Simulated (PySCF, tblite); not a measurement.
# C₄H₁₇BSi₃: geometry, infrared bands and NMR shifts

Aim: predict the infrared bands and NMR shifts of C₄H₁₇BSi₃ (`C[SiH2]CB[C@H]([SiH3])C[SiH3]`).

Programs: tblite 0.8.0 and PySCF 2.14.0, with density-fitted response routines of our own. Each step states its level of theory. These are calculated values for one molecule in the gas phase, unless marked as measured. Atoms are numbered from 0 throughout.

## 1. The starting structure

25 atoms, charge 0, multiplicity 1; geometry from: force field or distance geometry start.

Bonds of the start (Å): C0–Si1 1.88, Si1–C2 1.87, C2–B3 1.59, B3–C4 1.61, C4–Si5 1.88, C4–C6 1.55, C6–Si7 1.89, C0–H8 1.11, C0–H9 1.10, C0–H10 1.10, Si1–H11 1.46, Si1–H12 1.47, C2–H13 1.11, C2–H14 1.12, B3–H15 1.20, C4–H16 1.11, Si5–H17 1.47, Si5–H18 1.47, Si5–H19 1.46, C6–H20 1.12, C6–H21 1.11, Si7–H22 1.48, Si7–H23 1.47, Si7–H24 1.47.

## 2. Optimising the geometry with GFN2-xTB

What the job is given:

```
{"job": {"kind": "relax", "xc": "GFN2-xTB", "basis": "xTB"}, "charge": 0, "multiplicity": 1}
C      3.379900     0.436200    -0.221900
Si     1.958800     0.586400    -1.450400
C      0.805100    -0.872400    -1.270400
B      0.216300    -0.941000     0.201600
C     -1.335800    -0.712500     0.550100
Si    -2.366000    -2.038700    -0.304600
C     -1.819200     0.693800     0.129800
Si    -1.115100     2.047600     1.243500
H      2.980200     0.495800     0.814500
H      3.883700    -0.533000    -0.360600
H      4.085300     1.266900    -0.389900
H      2.507200     0.592900    -2.803200
H      1.228700     1.837900    -1.199500
H      1.343800    -1.808600    -1.506000
H     -0.030500    -0.734000    -2.003700
H      0.959400    -1.157700     1.115200
H     -1.479400    -0.840700     1.639200
H     -3.767200    -1.905800     0.109200
H     -1.869100    -3.363300     0.097600
H     -2.266400    -1.890300    -1.756100
H     -2.928700     0.754000     0.232800
H     -1.557100     0.914600    -0.921400
H     -1.558800     1.823900     2.635100
H     -1.615100     3.343300     0.775500
H      0.349200     2.028700     1.199100
```

The run is started by

```console
$ OMP_NUM_THREADS=1 python probes_run.py task.json out
```

One launch serves the whole session: the jobs run in the order shown.

**Question.** This job is followed by: GFN2-xTB harmonic vibrations, gas phase; GIAO PBE0/pcSseg-1 NMR shielding, non-relativistic, gas phase. Predict these results of the whole session: strongest single infrared mode (GFN2-xTB); zero-point energy (GFN2-xTB); 13C shifts against TMS (PBE0/pcSseg-1); 1H shifts against TMS (PBE0/pcSseg-1, means over atoms taken as alike); 29Si shifts against TMS (PBE0/pcSseg-1); 11B shifts against BF3·OEt2 (PBE0/pcSseg-1).

The runs gave:

| quantity | value |
| --- | --- |
| strongest single infrared mode (GFN2-xTB) | 788 cm⁻¹, 703 km/mol |
| zero-point energy (GFN2-xTB) | 116.1 kcal/mol |
| 13C shifts against TMS (PBE0/pcSseg-1) | 32.0, 18.0, 8.8, -4.8 ppm |
| 1H shifts against TMS (PBE0/pcSseg-1, means over atoms taken as alike) | 7.50, 4.60, 4.29, 3.78, 3.77, 2.14, 1.57, 1.39, 1.35, 1.01, 0.20 ppm |
| 29Si shifts against TMS (PBE0/pcSseg-1) | -43.9, -60.9, -70.8 ppm |
| 11B shifts against BF3·OEt2 (PBE0/pcSseg-1) | 81.4 ppm |

What this shows: Over 107 steps the energy fell by 0.250 eV; of the close pairs, B3–C4 changed most, 1.607 to 1.559 Å. All 69 modes are real, so the xTB geometry is a minimum. The strongest single mode, at 788 cm⁻¹, is spread over many atoms; the largest shares are those of H17, H18. GFN2-xTB is a fitted tight-binding method: band positions and strengths are rough. Its intensities can rank the bands wrongly. At PBE0/pcSseg-1: Shielding is most anisotropic at B3 (span 181 ppm, paramagnetic term -175 ppm).
